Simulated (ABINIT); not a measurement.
# MoSe (Pm-3m) in ABINIT: single point with LDA

Aim: the single point of MoSe with LDA.

Everything below comes from runs of ABINIT 10.8.3 (patched build). Logs are shortened: lines on timing, memory, paths and dates and some standing lists are left out, and cuts for length are marked. The log counts tension as positive stress, the text compression.

**1. The crystal as given**

It takes space group Pm-3m (No. 221, cubic). Conventional cell: a = 3.500 Å, b = 3.500 Å, c = 3.500 Å, α = 90.00°, β = 90.00°, γ = 90.00°. Mo (site symmetry m-3m) has 8 Se at 3.03 Å as nearest neighbours. Around Se (site symmetry m-3m) lie 8 Mo at 3.03 Å.

The cell was built by a generator and needn't be a form met in nature.

**2. Single point, LDA**

The input, run.abi:

```
# Pseudopotentials
pp_dirpath "./"
pseudos "Mo.LDA_PW-JTH.xml, Se.LDA_PW-JTH.xml"

# Structure
acell 6.6144752984 6.6144752984 6.6144752984
rprim
     1.0000000000     0.0000000000     0.0000000000
     0.0000000000     1.0000000000     0.0000000000
     0.0000000000     0.0000000000     1.0000000000
ntypat 2
znucl 42 34
natom 2
typat 1 2
xred
     0.0000000000     0.0000000000     0.0000000000
     0.5000000000     0.5000000000     0.5000000000

# Plane-wave basis
ecut 15.0
pawecutdg 30.0

# k points
kptopt 1
ngkpt 6 6 6
nshiftk 1
shiftk 0.0 0.0 0.0

# Exchange and correlation
ixc 7

# Bands and occupations
nband 14
occopt 3
tsmear 0.05 eV

# SCF cycle
nstep 100
tolvrs 1.0e-9

# Output
iomode 3
prtwf 0
prtden 0
prteig 0
prtebands 0
enunit 2
```

Potentials or basis: JTH PAW LDA v2.0.

On the command line:

```sh
> abinit run.abi > log 2>&1
```

run.abo:

```text
.Version 10.8.3 of ABINIT
 Symmetries : space group Pm -3 m (#221); Bravais cP (primitive cubic)
================================================================================
 Values of the parameters that define the memory need of the present run
     intxc =       0    ionmov =       0      iscf =      17    lmnmax =      18
     lnmax =       6     mgfft =      24  mpssoang =       3    mqgrid =    3001
     natom =       2  nloc_mem =       2    nspden =       1   nspinor =       1
    nsppol =       1      nsym =      48    n1xccc =       1    ntypat =       2
    occopt =       3   xclevel =       1
       mpw =         820          nfft =       13824          nkpt =          20
 PAW method is used; the additional fine FFT grid is defined by:
   mgfftf=        36    nfftf =     46656
================================================================================
================================================================================

--------------------------------------------------------------------------------
------------- Echo of variables that govern the present computation ------------
--------------------------------------------------------------------------------
 -outvars: echo values of preprocessed input variables --------
            acell      6.6144752984E+00  6.6144752984E+00  6.6144752984E+00 Bohr
              amu      9.59400000E+01  7.89600000E+01
             ecut      1.50000000E+01 Hartree
           enunit           2
              ixc           7
         kptrlatt        6    0    0      0    6    0      0    0    6
          kptrlen      3.96868518E+01
            natom           2
            nband          14
            ngfft          24      24      24
          ngfftdg          36      36      36
             nkpt          20
            nstep         100
             nsym          48
           ntypat           2
           occopt           3
        pawecutdg      3.00000000E+01 Hartree
           prtden           0
        prtebands           0
           prteig           0
            prtwf           0
          spgroup         221
           tolvrs      1.00000000E-09
           tsmear      1.83746611E-03 Hartree
            typat      1  2
           useylm           1
           xangst      0.0000000000E+00  0.0000000000E+00  0.0000000000E+00
                       1.7501147938E+00  1.7501147938E+00  1.7501147938E+00
            xcart      0.0000000000E+00  0.0000000000E+00  0.0000000000E+00
                       3.3072376492E+00  3.3072376492E+00  3.3072376492E+00
             xred      0.0000000000E+00  0.0000000000E+00  0.0000000000E+00
                       5.0000000000E-01  5.0000000000E-01  5.0000000000E-01
            znucl       42.00000   34.00000

================================================================================

 chkinp: Checking input parameters for consistency.

================================================================================
== DATASET  1 ==================================================================

--- !DatasetInfo
iteration_state: {dtset: 1, }
dimensions: {natom: 2, nkpt: 20, mband: 14, nsppol: 1, nspinor: 1, nspden: 1, mpw: 820, }
cutoff_energies: {ecut:  15.0, pawecutdg:  30.0, }
electrons: {nelect:   2.00000000E+01, charge:   0.00000000E+00, occopt:   3.00000000E+00, tsmear:   1.83746611E-03, }
meta: {optdriver: 0, ionmov: 0, optcell: 0, iscf: 17, paral_kgb: 0, }
...

 Exchange-correlation functional for the present dataset will be:
  LDA: Perdew-Wang 92 LSD fit to Ceperley-Alder data - ixc=7
  J.P.Perdew and Y.Wang, PRB 45, 13244 (1992)

 Real(R)+Recip(G) space primitive vectors, cartesian coordinates (Bohr,Bohr^-1):
 R(1)=  6.6144753  0.0000000  0.0000000  G(1)=  0.1511836  0.0000000  0.0000000
 R(2)=  0.0000000  6.6144753  0.0000000  G(2)=  0.0000000  0.1511836  0.0000000
 R(3)=  0.0000000  0.0000000  6.6144753  G(3)=  0.0000000  0.0000000  0.1511836
 Unit cell volume ucvol=  2.8939178E+02 bohr^3
 Angles (23,13,12)=  9.00000000E+01  9.00000000E+01  9.00000000E+01 degrees

 Coarse grid specifications (used for wave-functions):

 getcut: wavevector=  0.0000  0.0000  0.0000  ngfft=  24  24  24
         ecut(hartree)=     15.000   => boxcut(ratio)=   2.08116

 Fine grid specifications (used for densities):

 getcut: wavevector=  0.0000  0.0000  0.0000  ngfft=  36  36  36
         ecut(hartree)=     30.000   => boxcut(ratio)=   2.20740

 getcut : COMMENT -
  Note that boxcut > 2.2 ; recall that boxcut=Gcut(box)/Gcut(sphere) = 2
  is sufficient for exact treatment of convolution.
  Such a large boxcut is a waste : you could raise ecut
  e.g. ecut=   36.544663 Hartrees makes boxcut=2

--- Pseudopotential description ------------------------------------------------
- pspini: atom type   1  psp file is ./Mo.LDA_PW-JTH.xml
 Pseudopotential format is: paw10
 basis_size (lnmax)=  6 (lmn_size= 18), orbitals=   0   0   1   1   2   2
 Spheres core radius: rc_sph= 2.20740211
 Shapefunction is SIN type: shapef(r)=[sin(pi*r/rshp)/(pi*r/rshp)]**2
 Radius for shape functions =  1.91008465
 Compensation charge density is not taken into account in XC energy/potential

- pspini: atom type   2  psp file is ./Se.LDA_PW-JTH.xml
 Pseudopotential format is: paw10
 basis_size (lnmax)=  4 (lmn_size=  8), orbitals=   0   0   1   1
 Spheres core radius: rc_sph= 2.21132333
 Shapefunction is BESSEL type: shapef(r,l)=aa(1,l)*jl(q(1,l)*r)+aa(2,l)*jl(q(2,l)*r)
 Radius for shape functions =  2.00656599
 Compensation charge density is not taken into account in XC energy/potential

   1.15763685E+03                                ecore*ucvol(ha*bohr**3)
--------------------------------------------------------------------------------

================================================================================

--- !BeginCycle
iteration_state: {dtset: 1, }
solver: {iscf: 17, nstep: 100, nline: 4, wfoptalg: 10, }
tolerances: {tolvrs: 1.00E-09, }
...

     iter   Etot(hartree)      deltaE(h)  residm     nres2
 ETOT  1  -78.381040674995    -7.838E+01 9.211E-01 4.110E+00
 ETOT  2  -78.664772710957    -2.837E-01 2.292E-02 1.163E+00
 ETOT  3  -78.660726071581     4.047E-03 9.003E-03 1.095E-01
 ETOT  4  -78.660456045867     2.700E-04 2.041E-03 1.246E-02
 ETOT  5  -78.660504874536    -4.883E-05 6.276E-04 4.759E-03
 ETOT  6  -78.660487268275     1.761E-05 2.710E-04 9.557E-06
 ETOT  7  -78.660487691262    -4.230E-07 3.247E-04 3.504E-06
 ETOT  8  -78.660487686173     5.089E-09 4.061E-05 1.076E-06
 ETOT  9  -78.660487679272     6.901E-09 2.255E-05 6.932E-08
 ETOT 10  -78.660487678930     3.418E-10 5.931E-06 3.078E-09
 ETOT 11  -78.660487678928     2.302E-12 2.106E-05 2.950E-10

 At SCF step   11       nres2   =  2.95E-10 < tolvrs=  1.00E-09 =>converged.

 Cartesian components of stress tensor (hartree/bohr^3)
  sigma(1 1)=  1.10454242E-03  sigma(3 2)=  0.00000000E+00
  sigma(2 2)=  1.10454242E-03  sigma(3 1)=  0.00000000E+00
  sigma(3 3)=  1.10454242E-03  sigma(2 1)=  0.00000000E+00

--- !ResultsGS
iteration_state: {dtset: 1, }
comment   : Summary of ground state results
lattice_vectors:
- [  6.6144753,   0.0000000,   0.0000000, ]
- [  0.0000000,   6.6144753,   0.0000000, ]
- [  0.0000000,   0.0000000,   6.6144753, ]
lattice_lengths: [   6.61448,    6.61448,    6.61448, ]
lattice_angles: [ 90.000,  90.000,  90.000, ] # degrees, (23, 13, 12)
lattice_volume:   2.8939178E+02
convergence: {deltae:  2.302E-12, res2:  2.950E-10, residm:  2.106E-05, diffor: null, }
etotal    :  -7.86604877E+01
entropy   :   0.00000000E+00
fermie    :   2.02952052E-01
cartesian_stress_tensor: # hartree/bohr^3
- [  1.10454242E-03,   0.00000000E+00,   0.00000000E+00, ]
- [  0.00000000E+00,   1.10454242E-03,   0.00000000E+00, ]
- [  0.00000000E+00,   0.00000000E+00,   1.10454242E-03, ]
pressure_GPa:  -3.2497E+01
xred      :
- [  0.0000E+00,   0.0000E+00,   0.0000E+00, Mo]
- [  5.0000E-01,   5.0000E-01,   5.0000E-01, Se]
cartesian_forces: # hartree/bohr
- [ -0.00000000E+00,  -0.00000000E+00,  -0.00000000E+00, ]
- [ -0.00000000E+00,  -0.00000000E+00,  -0.00000000E+00, ]
force_length_stats: {min:   0.00000000E+00, max:   0.00000000E+00, mean:   0.00000000E+00, }
...

 Integrated electronic density in atomic spheres:
 ------------------------------------------------
 Atom  Sphere_radius  Integrated_density
    1        2.20740         11.03393126
    2        2.21132          3.75346844

================================================================================

 ----iterations are completed or convergence reached----

 Mean square residual over all n,k,spin=   94.394E-09; max=  21.063E-06
 reduced coordinates (array xred) for    2 atoms
       0.000000000000      0.000000000000      0.000000000000
       0.500000000000      0.500000000000      0.500000000000
 rms dE/dt=  0.0000E+00; max dE/dt=  0.0000E+00; dE/dt below (all hartree)
    1       0.000000000000      0.000000000000      0.000000000000
    2       0.000000000000      0.000000000000      0.000000000000

 cartesian coordinates (angstrom) at end:
    1      0.00000000000000     0.00000000000000     0.00000000000000
    2      1.75011479380975     1.75011479380975     1.75011479380975

 cartesian forces (hartree/bohr) at end:
    1     -0.00000000000000    -0.00000000000000    -0.00000000000000
    2     -0.00000000000000    -0.00000000000000    -0.00000000000000
 frms,max,avg= 0.0000000E+00 0.0000000E+00   0.000E+00  0.000E+00  0.000E+00 h/b

 cartesian forces (eV/Angstrom) at end:
    1     -0.00000000000000    -0.00000000000000    -0.00000000000000
    2     -0.00000000000000    -0.00000000000000    -0.00000000000000
 frms,max,avg= 0.0000000E+00 0.0000000E+00   0.000E+00  0.000E+00  0.000E+00 e/A
 length scales=  6.614475298400  6.614475298400  6.614475298400 bohr
              =  3.500229587620  3.500229587620  3.500229587620 angstroms
 Fermi (or HOMO) energy (hartree) =   0.20295   Average Vxc (hartree)=  -0.40906
 Eigenvalues (hartree) for nkpt=  20  k points:
 kpt#   1, nband= 14, wtk=  0.00463, kpt=  0.0000  0.0000  0.0000 (reduced coord)
  -2.04328   -1.08903   -1.08903   -1.08903   -0.32563    0.12705    0.12705    0.14533
   0.14533    0.14533    0.21858    0.21858    0.21858    0.22684
      occupation numbers for kpt#   1
   2.00000    2.00000    2.00000    2.00000    2.00000    2.00000    2.00000    2.00000
   2.00000    2.00000    0.00040    0.00040    0.00040    0.00000
 prteigrs : prtvol=0 or 1, do not print more k-points.

 Fermi (or HOMO) energy (eV) =   5.52261   Average Vxc (eV)= -11.13119
 Eigenvalues (   eV  ) for nkpt=  20  k points:
 kpt#   1, nband= 14, wtk=  0.00463, kpt=  0.0000  0.0000  0.0000 (reduced coord)
 -55.60042  -29.63410  -29.63410  -29.63410   -8.86083    3.45714    3.45714    3.95470
   3.95470    3.95470    5.94792    5.94792    5.94792    6.17270
 prteigrs : prtvol=0 or 1, do not print more k-points.

--- !EnergyTerms
iteration_state     : {dtset: 1, }
comment             : Components of total free energy in Hartree
kinetic             :  1.28032715244023E+01
hartree             :  1.63626793820052E+01
xc                  : -9.94332554407699E+00
Ewald energy        : -5.99426426458987E+01
psp_core            :  4.00024088852788E+00
local_psp           : -5.35308532539511E+01
PAW spherical_terms :  1.15911439131856E+01
internal            : -7.86594857358057E+01
'-kT*entropy'       : -9.97470664674642E-04
total_energy        : -7.86604832064704E+01
total_energy_eV     : -2.14046079082677E+03
...

--- !EnergyTermsDC
iteration_state     : {dtset: 1, }
comment             : '"Double-counting" decomposition of free energy'
band_energy         : -1.01234176283561E+01
Ewald energy        : -5.99426426458987E+01
psp_core            :  4.00024088852788E+00
xc_dc               : -1.79100061047668E+01
PAW spherical_terms :  5.31633528223029E+00
internal            : -7.86594902082634E+01
'-kT*entropy'       : -9.97470664674642E-04
total_energy_dc     : -7.86604876789281E+01
total_energy_dc_eV  : -2.14046091252854E+03
...

--- !EnergyTermsWithPAWCore
iteration_state     : {dtset: 1, }
comment             : 'Components of total free energy, including PAW core contributions'
Total energy        : -6.47173900280355E+03
Total energy DC     : -6.47173900727601E+03
Total energy (eV)   : -1.76104989688467E+05
Total energy DC (eV): -1.76104989810169E+05
...

 Cartesian components of stress tensor (hartree/bohr^3)
  sigma(1 1)=  1.10454242E-03  sigma(3 2)=  0.00000000E+00
  sigma(2 2)=  1.10454242E-03  sigma(3 1)=  0.00000000E+00
  sigma(3 3)=  1.10454242E-03  sigma(2 1)=  0.00000000E+00

-Cartesian components of stress tensor (GPa)         [Pressure= -3.2497E+01 GPa]
- sigma(1 1)=  3.24967599E+01  sigma(3 2)=  0.00000000E+00
- sigma(2 2)=  3.24967599E+01  sigma(3 1)=  0.00000000E+00
- sigma(3 3)=  3.24967599E+01  sigma(2 1)=  0.00000000E+00

== END DATASET(S) ==============================================================
================================================================================

 -outvars: echo values of variables after computation  --------
            acell      6.6144752984E+00  6.6144752984E+00  6.6144752984E+00 Bohr
           etotal     -7.8660487679E+01
            fcart     -0.0000000000E+00 -0.0000000000E+00 -0.0000000000E+00
                      -0.0000000000E+00 -0.0000000000E+00 -0.0000000000E+00
           strten      1.1045424201E-03  1.1045424201E-03  1.1045424201E-03
                       0.0000000000E+00  0.0000000000E+00  0.0000000000E+00
           xangst      0.0000000000E+00  0.0000000000E+00  0.0000000000E+00
                       1.7501147938E+00  1.7501147938E+00  1.7501147938E+00
             xred      0.0000000000E+00  0.0000000000E+00  0.0000000000E+00
                       5.0000000000E-01  5.0000000000E-01  5.0000000000E-01
 Calculation completed.
```

Wall time 5.7 s (1 thread of Arm Neoverse V2, shared host); peak memory 0.07 GiB.

What came out:

- Free energy: -2140.4609 eV
- Pressure: -32.5 GPa
- Band gap on the k mesh: none (metal or under the smearing width)
- Valence electrons inside the program's atomic spheres: Mo 11.03; Se 3.75

Caveat: a pressure of tens of GPa on the cell as given is suspect, and the run, the potentials or the cell itself is likely at fault.
